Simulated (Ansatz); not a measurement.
**HBr2 (doublet): wave-function methods side by side at distance Br1–H2 along a hydrogen transfer = 1.655 Å, cc-pVDZ**

How much of the correlation energy of HBr2 (doublet) does each wave-function method recover here?

Program: Ansatz 0.2.0, Gaussian basis. Level of theory: cc-pVDZ, core rule «outside noble gas», up to 28 orbitals frozen. These are calculated values, not measurements.

Plan: UHF; CCSD(T) on ROHF; CCSD(T) on UHF; BCCD(T) on ROHF; CISD; CCSDT(Q) on ROHF; CCSDT(Q) on UHF; CASSCF and MRCISD+Q, 3 electrons in 3 orbitals; CASSCF and NEVPT2, 3 electrons in 3 orbitals; CASSCF and MRCISD+Q, 15 electrons in 9 orbitals; CASSCF and NEVPT2, 15 electrons in 9 orbitals.

17 further runs of the same task are left out: 1 for a mislabelled method, 15 that didn't finish, 1 set aside as unsound or not needed.

### Step 1. The geometry

The geometry derives from fragments relaxed apart (PBE0/def2-TZVP) and kept rigid, so it is no stationary point. A hydrogen atom is moved between rigid fragments. No spin-orbit coupling is included. The filled d shell of Br may be among the frozen orbitals whatever the setting's name suggests; the logs give the count.

3 atoms, charge 0, spin multiplicity 2.

Atoms are counted from 1 here; the program's logs count them from 0.

Bond lengths: Br1–H2 1.655 Å.

### Step 2. UHF

The input, in.yaml:

```yaml
crystal:
  periodic: [false, false, false]
  atoms:
    - {symbol: Br, position_ang: [0.000000, 0.000000, -1.808333]}
    - {symbol: H, position_ang: [0.000000, 0.000000, -0.153333]}
    - {symbol: Br, position_ang: [0.000000, 0.000000, 1.961667]}
basis:
  gaussian: {orbitals: cc-pVDZ}
magnetization: {spin_polarized: true, initial_magnetization: 1}
hamiltonian: {xc: hf}
output: {orbitals: {seedname: orbitals}}
```

The run is started by

```bash
ansatz run in.yaml --threads 1 --pin off --events-out ev --progress --plain --max-ram 2393MiB
```

The runs that follow: CCSD(T) on ROHF; CCSD(T) on UHF; BCCD(T) on ROHF; CISD; CCSDT(Q) on ROHF; CCSDT(Q) on UHF; CASSCF and MRCISD+Q, 3 electrons in 3 orbitals; CASSCF and NEVPT2, 3 electrons in 3 orbitals; CASSCF and MRCISD+Q, 15 electrons in 9 orbitals; CASSCF and NEVPT2, 15 electrons in 9 orbitals.

**Question.** What will the summary of the whole plan be? Wanted: UCCSDT(Q) below the RHF energy; RMP2 from UCCSDT(Q); UMP2 from UCCSDT(Q); RCCSD from UCCSDT(Q); RCCSD(T) from UCCSDT(Q); UCCSD(T) from UCCSDT(Q); RCCSDT(Q) from UCCSDT(Q); NEVPT2 pair from UCCSDT(Q); MRCISD+Q pair from UCCSDT(Q).

As calculated:

| quantity | value |
| --- | --- |
| UCCSDT(Q) below the RHF energy | -7.1396 eV |
| RMP2 from UCCSDT(Q) | +896.4 meV |
| UMP2 from UCCSDT(Q) | +909.7 meV |
| RCCSD from UCCSDT(Q) | +133.4 meV |
| RCCSD(T) from UCCSDT(Q) | +27.7 meV |
| UCCSD(T) from UCCSDT(Q) | +25.3 meV |
| RCCSDT(Q) from UCCSDT(Q) | +2.2 meV |
| NEVPT2 pair from UCCSDT(Q) | +841.3 meV |
| MRCISD+Q pair from UCCSDT(Q) | +19.8 meV |
| NEVPT2 valence from UCCSDT(Q) | +1469.5 meV |
| levels within 1 kcal/mol (43 meV) | RCCSD(T), UCCSD(T), BCCD(T), RCCSDT, UCCSDT, RCCSDT(Q), MRCISD+Q pair, MRCISD+Q valence |
| T1 diagnostic | 0.011 |
| effectively unpaired electrons | 1.02 |

**Reading.** RCCSD(T) misses by +27.7 meV, 0.4 % of the correlation energy. One determinant dominates. Of the multireference levels listed MRCISD+Q pair comes nearest in total energy (+19.8 meV), which doesn't show that its space is the better one. These misses are within one basis, not against nature; the frozen cores of restricted and unrestricted runs differ, which can shift their rows.
